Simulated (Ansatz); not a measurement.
**CH₆AlNSi: one species, many methods**

Aim: compute CH₆AlNSi with functionals from several rungs and with coupled cluster, and see how far each lands from CCSD(T) at the basis-set limit for the atomisation energy.

The runs use Ansatz 0.2.0, Gaussian basis; functionals in def2-TZVPP, the program's frozen cores in correlated methods.

The runs, in order: LDA (SPW92), PBE-D4, revPBE-D4, BLYP-D4, r2SCAN-D4, B97M-V, PBE0-D4, B3LYP-D4, r2SCANh-D4, r2SCAN0-D4, HSE06-D4, BHLYP-D4, CAM-B3LYP-D4, LC-ωPBE, ωB97X-V, ωB97M-V, B2PLYP, PBE-QIDH; CCSD(T)/def2-SVP; CCSD(T)/def2-TZVPP; MP2/def2-QZVPP; extrapolation to the limit; RPA on PBE.

### Step 1. Structure used throughout

An earlier PBE0-D4 in a triple-zeta def2 set relaxation fixed the geometry.

SMILES `[AlH2][N]1C[SiH2]1`, 10 atoms, charge 0, spin multiplicity 1.

Atoms are counted from 1 here; the program's logs count them from 0.

Bond lengths: Al1–N2 1.764 Å, Al1–H5 1.584 Å, Al1–H6 1.585 Å, N2–C3 1.493 Å, N2–Si4 1.711 Å, C3–Si4 1.826 Å, C3–H7 1.089 Å, C3–H8 1.089 Å, Si4–H9 1.480 Å, Si4–H10 1.480 Å. Angles: N2–Al1–H5 117.0°, N2–Al1–H6 119.1°, H5–Al1–H6 123.9°, Al1–N2–C3 137.4°, Al1–N2–Si4 153.5°, C3–N2–Si4 69.1°, N2–C3–Si4 61.1°, N2–C3–H7 115.6°, N2–C3–H8 115.6°, Si4–C3–H7 120.8°, Si4–C3–H8 120.8°, H7–C3–H8 112.8°, N2–Si4–C3 49.8°, N2–Si4–H9 118.8°, N2–Si4–H10 118.8°, C3–Si4–H9 121.4°, C3–Si4–H10 121.4°, H9–Si4–H10 112.7°.

### Step 2. LDA

This LDA is Slater exchange with PW92 correlation.

File in.yaml:

```yaml
crystal:
  periodic: [false, false, false]
  atoms:
    - {symbol: Al, position_ang: [-0.211763, 1.961451, 0.163836]}
    - {symbol: N, position_ang: [-0.004050, 0.219859, -0.027365]}
    - {symbol: C, position_ang: [-0.123911, -1.001756, 0.822939]}
    - {symbol: Si, position_ang: [0.364006, -1.188254, -0.927243]}
    - {symbol: H, position_ang: [0.051352, 2.862236, -1.111772]}
    - {symbol: H, position_ang: [-0.644219, 2.535351, 1.576132]}
    - {symbol: H, position_ang: [0.612861, -1.094755, 1.619329]}
    - {symbol: H, position_ang: [-1.132434, -1.250664, 1.149492]}
    - {symbol: H, position_ang: [-0.599562, -1.653236, -1.950365]}
    - {symbol: H, position_ang: [1.770820, -1.441533, -1.312183]}
basis:
  gaussian: {orbitals: def2-TZVPP}
hamiltonian: {xc: lda}
output: {orbitals: {seedname: orbitals}}
```

On the command line:

```
ansatz run in.yaml --threads 2 --pin off --events-out ev --progress --plain --max-ram 4352MiB
```

After this run come: PBE-D4 (GGA); revPBE-D4 (GGA); BLYP-D4 (GGA); r2SCAN-D4 (meta-GGA); B97M-V (meta-GGA); PBE0-D4 (hybrid); B3LYP-D4 (hybrid); r2SCANh-D4 (hybrid); r2SCAN0-D4 (hybrid); HSE06-D4 (hybrid); BHLYP-D4 (hybrid); CAM-B3LYP-D4 (range-separated); LC-ωPBE (range-separated); ωB97X-V (range-separated); ωB97M-V (range-separated); B2PLYP (double hybrid); PBE-QIDH (double hybrid); CCSD(T) in def2-SVP; CCSD(T) in def2-TZVPP; MP2 in def2-QZVPP; RPA on PBE orbitals.

Before running them: what should the planned runs give, taken together? Wanted: atomisation energy, CCSD(T)/CBS; farthest beyond LDA; mean size of error, GGA; mean size of error, meta-GGA; mean size of error, hybrid; mean size of error, range-separated; mean size of error, double hybrid; gap, smallest and largest; T1 diagnostic.

**Answer**, as computed:

```
                               quantity                                      value
        atomisation energy, CCSD(T)/CBS                             774.0 kcal/mol
functionals within 3.9 kcal/mol (0.5 %)      BLYP-D4, r2SCAN-D4, B3LYP-D4, ωB97M-V
                    farthest beyond LDA                  BHLYP-D4 (-17.7 kcal/mol)
                mean size of error, GGA                               6.2 kcal/mol
           mean size of error, meta-GGA                               4.6 kcal/mol
             mean size of error, hybrid                               7.2 kcal/mol
    mean size of error, range-separated                               4.3 kcal/mol
      mean size of error, double hybrid                               9.3 kcal/mol
              gap, smallest and largest  4.28 eV (LDA (SPW92)), 11.05 eV (LC-ωPBE)
                          T1 diagnostic                                     0.0129
triples share of the correlation energy                                      4.0 %
```

In words: The LDA atomisation energy is off by 98.8 kcal/mol (13 %): it overbinds. PBE-D4 misses by +5.4 kcal/mol. Double hybrids carry the basis error of their MP2 part in triple zeta, and no dispersion term here, so their miss is partly the set-up's. By mean error the best rung here is range-separated (4.3 kcal/mol) and the worst beyond LDA is double hybrid (9.3 kcal/mol). The gap between the best rungs is small, so their order is not settled. Misses under about 3.9 kcal/mol are within the doubt on the reference itself, which lacks core-valence correlation, relativity and higher excitations. Hartree-Fock recovers 72 % of the binding; the rest is correlation. CCSD(T) in def2-SVP is off by -52.3 kcal/mol, which most functionals beat. The gap grows from 4.3 to 11.1 eV across the functionals, mostly with the share of exact exchange.
